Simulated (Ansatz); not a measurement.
# LiSi16: the cost of one run

Method: DFT PBE, plane waves, PAW, scalar-relativistic, collinear spin, in Ansatz 0.2.0.

## Step 1: The system as given

The cell holds 17 atoms (LiSi16): a = 7.679 Å, b = 7.679 Å, c = 7.679 Å, α = 60.00°, β = 60.00°, γ = 60.00°.

The coordinates stand in the first input below.

## Step 2: End point A

The input, input.yaml:

```yaml
crystal:
  lattice:
    - [0.0, 5.43, 5.43]
    - [5.43, 0.0, 5.43]
    - [5.43, 5.43, 0.0]
  atoms:
    - { symbol: Si, position: [0.0, 0.0, 0.0] }
    - { symbol: Si, position: [0.125, 0.125, 0.125] }
    - { symbol: Si, position: [0.0, 0.0, 0.5] }
    - { symbol: Si, position: [0.125, 0.125, 0.625] }
    - { symbol: Si, position: [0.0, 0.5, 0.0] }
    - { symbol: Si, position: [0.125, 0.625, 0.125] }
    - { symbol: Si, position: [0.0, 0.5, 0.5] }
    - { symbol: Si, position: [0.125, 0.625, 0.625] }
    - { symbol: Si, position: [0.5, 0.0, 0.0] }
    - { symbol: Si, position: [0.625, 0.125, 0.125] }
    - { symbol: Si, position: [0.5, 0.0, 0.5] }
    - { symbol: Si, position: [0.625, 0.125, 0.625] }
    - { symbol: Si, position: [0.5, 0.5, 0.0] }
    - { symbol: Si, position: [0.625, 0.625, 0.125] }
    - { symbol: Si, position: [0.5, 0.5, 0.5] }
    - { symbol: Si, position: [0.625, 0.625, 0.625] }
    - { symbol: Li, position: [0.0587501, 0.316562, 0.8048063], spin: 1.0 }
magnetization:
  spin_polarized: true
basis:
  ecutwfc: 420.0
kpoints:
  mp_grid: { grid: [2, 2, 2] }
hamiltonian:
  xc: pbe
  pseudopotentials: { kind: paw, azcp: { folder: soft_1 } }
scf:
  occupations: { method: gaussian, width: 0.05 }
  lower_state_search: "off"
relax:
  f_tol: 0.03
  max_steps: 60
  adjacent_minimum: "off"
output:
  write_density: true
  write_potential: true
  elf: true
  volumetric_format: npy
```

Started as:

```sh
> ansatz run input.yaml --threads 2 --pin off --max-ram 5120MiB --backend cpu --events-out ev --progress --plain --runs-dir out
```

**Question.** How long does this run take on 2 threads of Arm Neoverse V1, shared host, and how much memory does it need?

About 92 s, with a peak of 0.7 GiB.
